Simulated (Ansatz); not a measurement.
**C3H4F4: small, medium and large basis sets**

The task here is to estimate one member of a computed series from the others.

The runs use Ansatz 0.2.0, Gaussian basis; one geometry, several basis sets.

The runs, in order: PBE0-D4/def2-SVP; ωB97M-V/def2-SVP; PBE0-D4/def2-QZVPP; ωB97M-V/def2-QZVPP; the functionals' def2-TZVPP values are taken from earlier runs.

### Structure used throughout

An earlier PBE0-D4 in a triple-zeta def2 set relaxation fixed the geometry.

SMILES `CC(F)C(F)(F)F`, 11 atoms, charge 0, spin multiplicity 1.

Atoms are counted from 1 here; the program's logs count them from 0.

Bond lengths: C1–C2 1.504 Å, C1–H8 1.090 Å, C1–H9 1.091 Å, C1–H10 1.090 Å, C2–F3 1.376 Å, C2–C4 1.523 Å, C2–H11 1.095 Å, C4–F5 1.333 Å, C4–F6 1.340 Å, C4–F7 1.332 Å. Angles: C2–C1–H8 110.4°, C2–C1–H9 110.5°, C2–C1–H10 109.2°, H8–C1–H9 109.1°, H8–C1–H10 108.9°, H9–C1–H10 108.7°, C1–C2–F3 110.1°, C1–C2–C4 112.9°, C1–C2–H11 111.8°, F3–C2–C4 107.2°, F3–C2–H11 107.9°, C4–C2–H11 106.7°, C2–C4–F5 112.1°, C2–C4–F6 109.7°, C2–C4–F7 111.3°, F5–C4–F6 107.9°, F5–C4–F7 107.8°, F6–C4–F7 107.8°.

Geometry (Å):

```
C    -0.1214   -1.2957   -0.1874
C     0.5301   -0.0324    0.3054
F     1.7607    0.1289   -0.2888
C    -0.2876    1.2149   -0.0043
F    -0.5216    1.3504   -1.3101
F    -1.4705    1.1475    0.6212
F     0.3328    2.3169    0.4150
H    -0.2565   -1.2576   -1.2688
H    -1.0932   -1.4345    0.2881
H     0.5127   -2.1471    0.0601
H     0.6799   -0.0483    1.3900
```

The first run:

The input, in.yaml:

```yaml
crystal:
  periodic: [false, false, false]
  atoms:
    - {symbol: C, position_ang: [-0.121419, -1.295689, -0.187421]}
    - {symbol: C, position_ang: [0.530141, -0.032404, 0.305438]}
    - {symbol: F, position_ang: [1.760712, 0.128886, -0.288788]}
    - {symbol: C, position_ang: [-0.287636, 1.214894, -0.004294]}
    - {symbol: F, position_ang: [-0.521569, 1.350360, -1.310051]}
    - {symbol: F, position_ang: [-1.470500, 1.147499, 0.621205]}
    - {symbol: F, position_ang: [0.332807, 2.316905, 0.414975]}
    - {symbol: H, position_ang: [-0.256542, -1.257574, -1.268845]}
    - {symbol: H, position_ang: [-1.093172, -1.434480, 0.288121]}
    - {symbol: H, position_ang: [0.512734, -2.147070, 0.060085]}
    - {symbol: H, position_ang: [0.679945, -0.048327, 1.389974]}
basis:
  gaussian: {orbitals: def2-SVP}
hamiltonian: {xc: pbe0, dispersion: d4}
output: {orbitals: {seedname: orbitals}}
```

On the command line:

```bash
$ ansatz run in.yaml --threads 4 --pin off --events-out ev --progress --plain --max-ram 11315MiB
```

Among the steps run: PBE0-D4 in def2-SVP; ωB97M-V in def2-SVP; PBE0-D4 in def2-QZVPP; ωB97M-V in def2-QZVPP.

One of the session's tables, all rows but one given; the rest of the session is left out.

It belongs to the step «Functionals by basis». 

| functional | basis | HOMO (eV) | LUMO (eV) |
| --- | --- | --- | --- |
| PBE0-D4 | def2-SVP | -9.94 | 1.87 |
| PBE0-D4 | def2-TZVPP | -10.08 | 1.25 |
| PBE0-D4 | def2-QZVPP | -10.12 | 0.73 |
| ωB97M-V | def2-SVP | -12.32 | 3.55 |
| ωB97M-V | def2-TZVPP | -12.49 | 2.69 |
| ωB97M-V | def2-QZVPP | ? | ? |

**Question.** Estimate the row for ωB97M-V, def2-QZVPP.

The run gave: HOMO (eV): -12.53; LUMO (eV): 1.87. In the column «HOMO (eV)» it is the lowest.
